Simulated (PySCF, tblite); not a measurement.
# C7H10B2O: geometry, infrared bands and NMR shifts

What infrared bands and NMR shifts should C7H10B2O (`BOBC(C#CC)C#CC`) show?

Computed with tblite 0.8.0 and PySCF 2.14.0, with density-fitted response routines of our own, on a single molecule in the gas phase. Atoms are numbered from 0 throughout.

### Step 1. The molecule as given

20 atoms, charge 0, multiplicity 1; geometry from: force field or distance geometry start.

Bonds of the start (Å): B0–O1 1.42, O1–B2 1.47, B2–C3 1.57, C3–C4 1.45, C4–C5 1.21, C5–C6 1.47, C3–C7 1.49, C7–C8 1.21, C8–C9 1.46, B0–H10 1.20, B0–H11 1.19, B2–H12 1.17, C3–H13 1.12, C6–H14 1.13, C6–H15 1.08, C6–H16 1.11, C9–H17 1.12, C9–H18 1.10, C9–H19 1.11.

### Step 2. Relaxing the molecule with GFN2-xTB

What the job is given:

```
{"job": {"kind": "relax", "xc": "GFN2-xTB", "basis": "xTB"}, "charge": 0, "multiplicity": 1}
B     -3.362800    -1.841600    -0.883400
O     -2.090500    -2.135100    -0.313200
B     -1.036500    -1.194000    -0.724600
C     -0.306300    -0.410400     0.417500
C     -0.431900     1.034200     0.305000
C     -0.548300     2.237700     0.197400
C     -0.664800     3.703200     0.098300
C      1.138800    -0.755300     0.300800
C      2.309700    -1.040800     0.198100
C      3.728000    -1.356700     0.088300
H     -4.306200    -2.445300    -0.457200
H     -3.530700    -1.415800    -1.978800
H     -0.433000    -1.538500    -1.663800
H     -0.701200    -0.758800     1.404600
H      0.025700     4.216400     0.833000
H     -0.460600     3.981400    -0.928700
H     -1.693800     3.985500     0.407700
H      4.292500    -0.970000     0.977200
H      3.907700    -2.441400     0.108000
H      4.159200    -0.844100    -0.798800
```

Launch:

```bash
$ OMP_NUM_THREADS=1 python probes_run.py task.json out
```

This one command runs all jobs of the session in turn.

**Question.** This job is followed by: GFN2-xTB harmonic vibrations, gas phase; GIAO PBE0/pcSseg-1 NMR shielding, non-relativistic, gas phase. Predict these results of the whole session: strongest single infrared mode (GFN2-xTB); zero-point energy (GFN2-xTB); 13C shifts against TMS (PBE0/pcSseg-1, means over atoms taken as alike); 1H shifts against TMS (PBE0/pcSseg-1, means over atoms taken as alike); 11B shifts against BF3·OEt2 (PBE0/pcSseg-1); 17O shifts against H2O (PBE0/pcSseg-1); surface potential, 1st and 99th percentile.

The runs gave:

```
                                                               quantity                       value
                              strongest single infrared mode (GFN2-xTB)       1624 cm⁻¹, 289 km/mol
                                           zero-point energy (GFN2-xTB)               92.6 kcal/mol
13C shifts against TMS (PBE0/pcSseg-1, means over atoms taken as alike)   83.8, 81.1, 19.3, 5.0 ppm
 1H shifts against TMS (PBE0/pcSseg-1, means over atoms taken as alike)  5.36, 5.34, 2.86, 2.02 ppm
                            11B shifts against BF3·OEt2 (PBE0/pcSseg-1)              39.9, 36.3 ppm
                                 17O shifts against H2O (PBE0/pcSseg-1)                   314.9 ppm
                                  surface potential, 1st and 99th percentile          -1.18 V and 1.21 V
```

The optimisation took 87 steps and gained 1.546 eV; among the close pairs (by a distance rule), O1–B2 changed most, from 1.472 to 1.296 Å. The lowest mode is imaginary (23i cm⁻¹), so the xTB geometry is not a minimum. The strongest single mode, at 1624 cm⁻¹, moves mainly O1. GFN2-xTB is a fitted tight-binding method: band positions and strengths are rough. Its intensities can rank the bands wrongly. At PBE0/pcSseg-1: Shielding is most anisotropic at C4, C7 (span 261 ppm, paramagnetic term -160 ppm). By nearest atom (PBE0/pcSseg-1), the HOMO sits on C5, C7, C8 about 19 % each; C4 13 % and the LUMO on B0 46 %; H10, H11 about 17 % each.
